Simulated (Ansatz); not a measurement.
**PtSe (wurtzite type): how the settings move a single-point run**

How sensitive is a single-point run of PtSe (wurtzite type) to its settings? A reference run comes first, then two runs with altered input.

Computed with Ansatz 0.2.0 (reference: DFT, PBE, PAW with Ansatz's default frozen-core files, scalar-relativistic, unless a step's input says otherwise).

## Step 1: The structure to begin with

It takes space group P6_3mc (No. 186, hexagonal). The conventional cell has a = 3.850 Å, b = 3.850 Å, c = 7.096 Å, α = 90.00°, β = 90.00°, γ = 120.00°. Pt (site symmetry 3m) has 4 Se at 2.46 to 2.49 Å as nearest neighbours. Se (site symmetry 3m) is surrounded by 4 Pt at 2.46 to 2.49 Å.

Structure file:

```
CELL_PARAMETERS angstrom
3.84994 0.00000 0.00000
-1.92497 3.33415 0.00000
0.00000 0.00000 7.09646
ATOMIC_POSITIONS crystal
Pt 0.33333 0.66667 0.01263
Pt 0.66667 0.33333 0.51263
Se 0.33333 0.66667 0.36337
Se 0.66667 0.33333 0.86337
```

## Step 2: Reference

input.yaml

```yaml
crystal:
  lattice:
    - [3.8499446572, 0.0, 0.0]
    - [-1.9249723286, 3.3341498763, 0.0]
    - [0.0, 0.0, 7.0964647173]
  atoms:
    - { symbol: Pt, position: [0.3333333333, 0.6666666667, 0.0126290861] }
    - { symbol: Pt, position: [0.6666666667, 0.3333333333, 0.5126290861] }
    - { symbol: Se, position: [0.3333333333, 0.6666666667, 0.3633709139] }
    - { symbol: Se, position: [0.6666666667, 0.3333333333, 0.8633709139] }
kpoints:
  mp_grid: { grid: [10, 10, 6] }
  band_path:
    path:
      - [0.0, 0.0, 0.0]
      - [0.5, 0.0, 0.0]
      - [0.3333333333, 0.3333333333, 0.0]
      - [0.0, 0.0, 0.0]
      - [0.0, 0.0, 0.5]
      - [0.5, 0.0, 0.5]
      - [0.3333333333, 0.3333333333, 0.5]
      - [0.0, 0.0, 0.5]
      - [0.5, 0.0, 0.5]
    npoints: 14
scf:
  occupations: { method: fermi_dirac, width: 0.03 }
hamiltonian:
  xc: pbe
  pseudopotentials: { kind: paw }
output:
  forces: true
  stress: true
  eigenvalues: true
  efg: { contact_densities: true }
  populations: true
  bader: true
  dos: { projected: true, de: 0.2, e_range: [-14, 8] }
  write_density: true
  write_potential: true
  elf: true
  volumetric_format: npy
```

Started as:

```
$ ansatz run input.yaml --threads 1 --pin off --max-ram 3072MiB --backend cpu --events-out ev --progress --plain --runs-dir out
```

## Step 3: Changing settings: hubbard.sites [{species: Pt, l: d, u_eff: 6.0}], hubbard.double_counting amf, ecutrho_ratio 4

Edit input.yaml of step 2 so:

```diff
@@ -29,2 +29,3 @@
   pseudopotentials: { kind: paw }
+  hubbard: { sites: [{ species: Pt, l: d, u_eff: 6.0 }], double_counting: amf }
 output:
@@ -35,7 +36,3 @@
   populations: true
-  bader: true
-  dos: { projected: true, de: 0.2, e_range: [-14, 8] }
-  write_density: true
-  write_potential: true
-  elf: true
-  volumetric_format: npy
+basis:
+  ecutrho_ratio: 4
```

## Step 4: Changing settings: occupations.method cold, occupations.width 0.05, hubbard.sites [{species: Pt, l: d, u_eff: 3.0}], hubbard.double_counting fll, ecutwfc 550 eV

Edit input.yaml of step 2 so:

```diff
@@ -25,3 +25,3 @@
 scf:
-  occupations: { method: fermi_dirac, width: 0.03 }
+  occupations: { method: cold, width: 0.05 }
 hamiltonian:
@@ -29,2 +29,3 @@
   pseudopotentials: { kind: paw }
+  hubbard: { sites: [{ species: Pt, l: d, u_eff: 3.0 }], double_counting: fll }
 output:
@@ -35,7 +36,3 @@
   populations: true
-  bader: true
-  dos: { projected: true, de: 0.2, e_range: [-14, 8] }
-  write_density: true
-  write_potential: true
-  elf: true
-  volumetric_format: npy
+basis:
+  ecutwfc: "550 eV"
```

What does the calculation give? Wanted: for each run, ending; energy change; pressure; gap; force.

The runs gave:

| run | ending | energy change | pressure (GPa) | gap (eV) | force (eV/Å) | cycles | time |
| --- | --- | --- | --- | --- | --- | --- | --- |
| reference | converged | 0 | 0.0 | 0.00 | 0.00 | 7 | 70 s |
| 1: hubbard.sites [{species: Pt, l: d, u_eff: 6.0}], hubbard.double_counting amf, ecutrho_ratio 4 | converged | -53.6 meV/atom (U changed: no physical gain or loss) | 0.3 | 0.00 | 0.02 | 8 | 44 s |
| 2: occupations.method cold, occupations.width 0.05, hubbard.sites [{species: Pt, l: d, u_eff: 3.0}], hubbard.double_counting fll, ecutwfc 550 eV | converged | +647.5 meV/atom (σ→0) (U changed: no physical gain or loss) | 0.1 | 0.00 | 0.03 | 10 | 70 s |

Times don't compare one to one where runs were asked for different outputs or read a saved state (see the inputs); cycles may leave out searches for a lower state.

Residual by cycle in the longest SCF loop of each run; runs are numbered as in the table. The quantity is the density residual dr2, in eV.

| cycle | reference | run 1 | run 2 |
| --- | --- | --- | --- |
| 1 | 0.0115 | 0.719 | 1.12 |
| 2 | 0.00298 | 0.16 | 0.144 |
| 3 | 5.6e-4 | 0.0197 | 0.0533 |
| 4 | 1.1e-4 | 0.00228 | 0.00982 |
| 5 | 7.2e-6 | 3.5e-4 | 0.00141 |
| 6 | 5.2e-7 | 2.4e-5 | 2.8e-4 |
| 7 | 1.8e-8 | 1.6e-6 | 1.4e-5 |
| 8 | - | 6.1e-8 | 1.6e-6 |
| 9 | - | - | 2.4e-7 |
| 10 | - | - | 3.3e-8 |

**Reading.** A changed U is a change of model: its shifts are not errors of convergence.
